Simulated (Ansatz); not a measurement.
CSe2, SMILES [Se]=C=[Se], an active-space calculation

Computed with the Ansatz DFT code, driven from Python.

Run as a notebook:

**Cell 1**
```python
import ansatz
```

**Cell 2**
```python
geometry_ang = [
    ("Se", (-1.949, 0.084, 0.0)),
    ("C", (-0.0007, 0.01, 0.0)),
    ("Se", (1.9497, -0.094, 0.0)),
]
mol = ansatz.Crystal.molecule()
for symbol, xyz in geometry_ang:
    mol = mol.atom(symbol, xyz)
```

**Cell 3**
```python
model = (
    mol.calculation()
    .basis(gaussian="def2-SVP")
    .correlation(active_electrons=2, active_orbitals=2)
)
for method in ["sc_nevpt2"]:
    summary = (model if method is None else model.correlation(method)).run(threads=1, pin="off").report
    space = summary["configurations"]
    state = space["states"][0]
    print(method or "casscf", f"total {summary['free_energy_ev'] / 27.211386246:.6f} Ha, active-space state {state['energy']['hartree']:.6f} Ha, mean field {summary['reference_energy_ev'] / 27.211386246:.6f} Ha")
    print("  determinants", state["n_determinants"], " natural occupations", [round(n, 3) for n in space["natural_occupations"]])
print("effectively unpaired electrons, sum of min(n, 2 - n):", round(sum(min(n, 2 - n) for n in space["natural_occupations"]), 3))
```
Output:
```text
RunWarning: the results are in doubt because another end's mean lies 0.003 eV lower, and its corrected mean 0.003 eV higher
sc_nevpt2 total -4837.418991 Ha, active-space state -4836.832142 Ha, mean field -4836.811839 Ha
  determinants 4  natural occupations [1.869, 0.131]
effectively unpaired electrons, sum of min(n, 2 - n): 0.262
```

Notes:
- Total energies depend on the basis set; only differences at equal settings carry meaning.
- Warnings are shown shortened and without file and line.
- The geometry is a force-field or estimated start, not a minimum of this method, and the basis set is short of its limit. The active space starts as a window about the frontier orbitals and is then optimised, not chosen by chemistry.
- A lower CASSCF solution was found and passed over, so the printed active-space state isn't the lowest.
- Hardware and time: 21 s on 1 thread of Arm Neoverse V1 (shared host), peak memory 0.29 GiB.

(Lines on the test bed's own set-up are left out of the output.)
